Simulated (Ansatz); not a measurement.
# HfMo: the cost of one run

Method: DFT PBE, scalar-relativistic, plane waves, PAW, in Ansatz 0.2.0.

1 further run of the same task is left out (it didn't finish).

## Step 1: The system as given

Symmetry: Cmmm, No. 65, orthorhombic system. The conventional cell has a = 3.342 Å, b = 4.945 Å, c = 4.447 Å, α = 90.00°, β = 90.00°, γ = 90.00°. Hf (site symmetry mmm) is surrounded by 4 Mo at 2.78 Å and 4 Hf at 2.98 Å. Mo (site symmetry mmm) is surrounded by 4 Hf at 2.78 Å and 4 Mo at 2.98 Å.

As a file:

```
Hf Mo
1.0
     1.67120   -2.47247    0.00000
     1.67120    2.47247    0.00000
     0.00000    0.00000    4.44701
Hf Mo
1 1
Direct
  0.00000 0.00000 0.00000
  0.50000 0.50000 0.50000
```

This is candidate A: structure listed in a database for this formula (Cmmm, No. 65).

(A quick probe on a coarse mesh, which set the mesh and smearing, is not shown.)

## Step 3: Full relaxation (candidate A)

Contents of input.yaml:

```yaml
crystal:
  lattice:
    - [1.6712035, -2.472467, 0.0]
    - [1.6712035, 2.472467, 0.0]
    - [0.0, 0.0, 4.447011]
  atoms:
    - { symbol: Hf, position: [0.0, 0.0, 0.0] }
    - { symbol: Mo, position: [0.5, 0.5, 0.5] }
basis:
  ecutwfc: 420
kpoints:
  mp_grid: { grid: [20, 20, 12] }
hamiltonian:
  xc: pbe
scf:
  occupations: { method: gaussian, width: 0.1 }
output:
  forces: true
  stress: true
  eigenvalues: true
relax:
  adjacent_minimum: "off"
  f_tol: 0.01
  max_steps: 80
  cell: { stress_tol: 0.05 }
```

The run is started by

```bash
> ansatz run input.yaml --threads 1 --pin off --max-ram 2560MiB --backend cpu --events-out ev --progress --plain --runs-dir out
```

Q: Estimate wall time and peak memory on 1 thread of Arm Neoverse V2, shared host.

About 3.4 min, with a peak of 0.81 GiB.
